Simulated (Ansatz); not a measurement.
# Cl4H2OSi (built from SMILES Cl[Si](Cl)(Cl)Cl.O): a reaction path by the nudged elastic band

What path joins these two structures, and how high does it climb? Both ends were relaxed at PBE0-D4 in triple zeta.

The runs use Ansatz 0.2.0, Gaussian basis; PBE0-D4/def2-SVP.

23 further runs of the same task are left out: 1 that didn't finish, 22 set aside as unsound or not needed.

### Step 1. Starting geometry

The first end: 8 atoms, charge 0, spin multiplicity 1.

Atoms are counted from 1 here; the program's logs count them from 0.

Bond lengths: Si1–Cl2 2.013 Å, Si1–Cl3 2.028 Å, Si1–Cl4 2.025 Å, Si1–Cl5 2.026 Å, H6–O7 0.960 Å, O7–H8 0.960 Å. Angles: Cl2–Si1–Cl3 110.7°, Cl2–Si1–Cl4 110.9°, Cl2–Si1–Cl5 109.1°, Cl3–Si1–Cl4 109.8°, Cl3–Si1–Cl5 108.0°, Cl4–Si1–Cl5 108.2°, H6–O7–H8 105.1°.

As a file:

```mol
Cl4H2OSi
  3D, bonds by distance, orders not assigned

  8  6  0  0  0  0  0  0  0  0999 V2000
    0.3393    1.0675   -0.7204 Si  0  0
    2.0841    0.0699   -0.6128 Cl  0  0
   -1.0831   -0.0721   -1.6100 Cl  0  0
   -0.2852    1.6330    1.1213 Cl  0  0
    0.5984    2.7356   -1.8410 Cl  0  0
   -0.7454   -2.2403    0.5907 H   0  0
   -0.1622   -1.8074    1.2185 O   0  0
   -0.7459   -1.3862    1.8536 H   0  0
  1  2  8  0
  1  3  8  0
  1  4  8  0
  1  5  8  0
  6  7  8  0
  7  8  8  0
M  END
```

The second end:

```
Si   -0.66699    0.87494   -0.08062
Cl    2.67223   -2.05356   -0.24543
Cl   -2.27371    0.80954   -1.31213
Cl   -1.16702    1.94196    1.56669
Cl    0.91047    1.70523   -1.01301
H     1.55040   -1.45307   -0.03554
O    -0.19889   -0.62991    0.33103
H    -0.82649   -1.19513    0.78901
```

### Step 2. The band at PBE0-D4/def2-SVP

Input file neb/in.yaml:

```yaml
crystal:
  periodic: [false, false, false]
  atoms:
    - {symbol: Si, position_ang: [0.339296, 1.067512, -0.720422]}
    - {symbol: Cl, position_ang: [2.084074, 0.069886, -0.612816]}
    - {symbol: Cl, position_ang: [-1.083132, -0.072069, -1.609958]}
    - {symbol: Cl, position_ang: [-0.285177, 1.633006, 1.121320]}
    - {symbol: Cl, position_ang: [0.598365, 2.735584, -1.840961]}
    - {symbol: H, position_ang: [-0.745365, -2.240268, 0.590711]}
    - {symbol: O, position_ang: [-0.162167, -1.807447, 1.218486]}
    - {symbol: H, position_ang: [-0.745895, -1.386203, 1.853638]}
basis:
  gaussian: {orbitals: def2-SVP}
hamiltonian: {xc: pbe0, dispersion: d4}
neb:
  images: 5
  climbing: true
  max_iterations: 40
  initial_path: idpp
  final_atoms:
    - {symbol: Si, position_ang: [-0.666985, 0.874944, -0.080621]}
    - {symbol: Cl, position_ang: [2.672226, -2.053564, -0.245430]}
    - {symbol: Cl, position_ang: [-2.273713, 0.809544, -1.312133]}
    - {symbol: Cl, position_ang: [-1.167017, 1.941955, 1.566693]}
    - {symbol: Cl, position_ang: [0.910471, 1.705226, -1.013010]}
    - {symbol: H, position_ang: [1.550397, -1.453071, -0.035540]}
    - {symbol: O, position_ang: [-0.198889, -0.629908, 0.331031]}
    - {symbol: H, position_ang: [-0.826491, -1.195126, 0.789008]}
```

Started as:

```console
$ ansatz run in.yaml --threads 8 --pin off --events-out ev --progress --plain --max-ram 19148MiB
```

Output (excerpt; [...] marks lines left out):

```text
Functional definition: PBE0
  name "PBE0"
  cite "Adamo & Barone, J. Chem. Phys. 110, 6158 (1999) doi:10.1063/1.478522"
  cite "Perdew, Burke & Ernzerhof, Phys. Rev. Lett. 77, 3865 (1996) doi:10.1103/PhysRevLett.77.3865"
  parent pbe
[...]
1119 factors; integrals over basis functions are off by at most 2.6e-4 eV
[...]
mean field -60011.63550994 eV, -2205.3869276427 hartree, gradient 6.3e-5 eV, S^2 0.000000; 0 other end points of the search recorded, 0 dependent functions left out
[...]
reference -60011.63553275 eV, -2205.3869284808 hartree; 46, 46 occupied and 68, 68 virtual orbitals, 1119 factors
[... from here to the last solve, the lines of the solves are left out (228 solves) ...]
WARN: NEB end point (image 0): max|allowed force component| = 3.611e-1 eV/Å (the criterion of neb.relax_end_points is 1.000e-2). That is over neb.f_tol: it is no minimum, so the barrier can be far off. Relax it first
WARN: NEB end point (image 6): max|allowed force component| = 5.023e-1 eV/Å (the criterion of neb.relax_end_points is 1.000e-2). That is over neb.f_tol: it is no minimum, so the barrier can be far off. Relax it first
NEB iter   1: max|band force component| = 5.103e0 eV/Å  barrier→ = 5.3389 eV  barrier← = 5.5124 eV  Δτ_max = 0.2000 Å  (180 SCF iters)
[...]
NEB iter   9: max|band force component| = 5.742e-1 eV/Å  barrier→ = 1.0036 eV  barrier← = 1.1772 eV  CI = image 4  Δτ_max = 0.2000 Å  (130 SCF iters)
[...]
NEB iter  17: max|band force component| = 1.089e-1 eV/Å  barrier→ = 1.1551 eV  barrier← = 1.3286 eV  CI = image 4  Δτ_max = 0.0999 Å  (114 SCF iters)
[...]
NEB iter  25: max|band force component| = 3.692e-1 eV/Å  barrier→ = 1.0027 eV  barrier← = 1.1762 eV  CI = image 4  Δτ_max = 0.0995 Å  (118 SCF iters)
[...]
NEB iter  33: max|band force component| = 8.824e-2 eV/Å  barrier→ = 0.8380 eV  barrier← = 1.0115 eV  CI = image 4  Δτ_max = 0.0186 Å  (125 SCF iters)
NEB iter  34: max|band force component| = 5.115e-2 eV/Å  barrier→ = 0.8364 eV  barrier← = 1.0099 eV  CI = image 4  Δτ_max = 0.0481 Å  (124 SCF iters)
[...]
NEB iter  35: max|band force component| = 4.292e-2 eV/Å  barrier→ = 0.8358 eV  barrier← = 1.0094 eV  CI = image 4  CI's point: of a kind that is not told: the force calls were inconclusive, a negative curvature could not be distinguished from the path's own, the only one lies far off the [...]
WARN: NEB end point (image 0): the path dips 0.030206 eV below it before the top, so the barrier from the dip is that much higher. The path crosses a lower well, or the end point is a saddle point, which neb.relax_end_points tests for
Total energy: -60011.09512454 eV, -2205.3670688454 hartree
Atom 0 at    -0.369438     0.443626    -0.268782 Å, force    -0.004128     0.001117     0.002388 eV/Å
Atom 1 at     1.395127    -0.904891    -1.441674 Å, force    -0.002986     0.009476    -0.003038 eV/Å
Atom 2 at    -1.732113    -0.115752    -1.674075 Å, force     0.006397    -0.009822    -0.006067 eV/Å
Atom 3 at    -1.626769     1.160962     1.252707 Å, force     0.000581     0.000171     0.006193 eV/Å
Atom 4 at     0.761123     2.112921    -0.598675 Å, force     0.006903    -0.006081    -0.010230 eV/Å
Atom 5 at     1.069168    -1.193138     0.135801 Å, force    -0.012310     0.000001     0.012263 eV/Å
Atom 6 at     0.254391    -0.823925     0.817029 Å, force    -0.000795     0.040051    -0.003510 eV/Å
Atom 7 at     0.248510    -0.679803     1.777666 Å, force     0.006337    -0.034913     0.002003 eV/Å
Dipole moment:     0.123755    -0.244101     0.664258 e Å
```

Wall time 2.5 min (8 threads of INTEL XEON PLATINUM 8581C at 2.10GHz, shared host).

The last band:

| image | path (Å) | energy (kJ/mol) | Si1–O7 (Å) | Cl2–H6 (Å) | Si1–Cl2 (Å) | H6–O7 (Å) |
| --- | --- | --- | --- | --- | --- | --- |
| 0 | 0.00 | 0.0 | 3.50 | 3.85 | 2.01 | 0.96 |
| 1 | 1.36 | -2.9 | 3.17 | 3.05 | 2.04 | 0.96 |
| 2 | 2.73 | -2.0 | 3.03 | 2.62 | 2.05 | 0.96 |
| 3 | 4.09 | 41.3 | 2.05 | 2.23 | 2.14 | 0.97 |
| 4 | 5.46 | 80.6 | 1.78 | 1.64 | 2.51 | 1.12 |
| 5 | 7.31 | -17.3 | 1.65 | 1.30 | 4.23 | 1.90 |
| 6 | 9.16 | -16.7 | 1.63 | 1.29 | 4.44 | 1.97 |

The highest image, 4:

```xyz
8
charge 0, multiplicity 1
Si   -0.3694    0.4436   -0.2688
Cl    1.3951   -0.9049   -1.4417
Cl   -1.7321   -0.1158   -1.6741
Cl   -1.6268    1.1610    1.2527
Cl    0.7611    2.1129   -0.5987
H     1.0692   -1.1931    0.1358
O     0.2544   -0.8239    0.8170
H     0.2485   -0.6798    1.7777
```

### Step 3. Outcome

| quantity | value |
| --- | --- |
| PBE0-D4/def2-SVP, 35 iterations | highest 80.6 kJ/mol (image 4), last end -16.7 kJ/mol |
| from earlier runs: barrier over the separately found saddle, CCSD(T)/def2-TZVPP | 111.3 kJ/mol |

In words: The highest image lies 80.6 kJ/mol above the first end, and it climbed, so it estimates the saddle. The ends are not quite minima at this level (largest force component 0.50 eV/Å), so the heights are unreliable: relaxing the first end would lower it and raise the barrier above it. The highest image is 30.7 kJ/mol below the CCSD(T) barrier in triple zeta, which comes from separate runs on the saddle.
